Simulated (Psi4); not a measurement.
# CH6SSi2 (SMILES C1[SiH2][SiH2]S1): PBE/6-31G(d) (density fitting, Cartesian functions, sweep point 6)

Aim: energy and gradient of CH6SSi2. 

Program for the calculation: Psi4 1.11.

5 further runs of the same task are left out: 5 set aside as unsound or not needed.

## 1. The structure to begin with

CH6SSi2: 10 atoms, total charge 0, spin state singlet. As SMILES, `C1[SiH2][SiH2]S1`. Geometry: relaxed at PBE0-D4/def2-TZVP.

Bond lengths: C1–Si2 1.899 Å, Si2–Si3 2.320 Å, C1–S4 1.842 Å, Si3–S4 2.160 Å, C1–H5 1.091 Å, C1–H6 1.091 Å, Si2–H7 1.487 Å, Si2–H8 1.490 Å, Si3–H9 1.490 Å, Si3–H10 1.487 Å. Some angles: C1–Si2–Si3 84.4°, Si2–C1–S4 100.0°, Si2–Si3–S4 79.4°, C1–S4–Si3 90.5°, C1–Si2–H7 110.3°, C1–Si2–H8 116.0°, Si3–Si2–H7 111.7°, Si3–Si2–H8 123.6°, Si2–C1–H5 113.5°, Si2–C1–H6 115.1°.

## 2. Energy and gradient at PBE/6-31G(d) (density fitting, Cartesian functions, sweep point 6)

The input, ch6ssi2.dat:

```
memory 1600 mb

molecule {
  0 1
  C     -0.576700     1.262100     0.093300
  Si    -0.831300    -0.520100    -0.510300
  Si     1.324300    -0.855300     0.279600
  S      0.830500     1.008300     1.253900
  H     -0.282700     1.951300    -0.699500
  H     -1.419600     1.691400     0.636400
  H     -1.839900    -1.212000     0.336100
  H     -1.218800    -0.677200    -1.940600
  H      2.458200    -0.749700    -0.680600
  H      1.639000    -1.950200     1.234600
  symmetry c1
}

set globals {
  basis 6-31G*
  scf_type df
  guess sap
}

result, w = gradient("pbe", return_wfn=True)
print_variables()
```

Command:

```bash
psi4 -i ch6ssi2.dat -o ch6ssi2.out -n 1
```

**Question.** What will come out? Wanted: total energy; dipole moment; HOMO energy; LUMO energy; HOMO–LUMO gap; largest force on an atom.

**Answer.** As computed:

Level: PBE/6-31G* (density fitting, Cartesian functions, sweep point 6).

| quantity | value |
| --- | --- |
| total energy | -1018.30871 Eh |
| dipole moment | 1.64 D |
| HOMO energy | -5.56 eV |
| LUMO energy | -1.22 eV |
| HOMO–LUMO gap | 4.33 eV |
| largest force on an atom | 0.754 eV/Å |

In words: The largest force is 0.75 eV/Å: the shape isn't a stationary point for this species at this level.
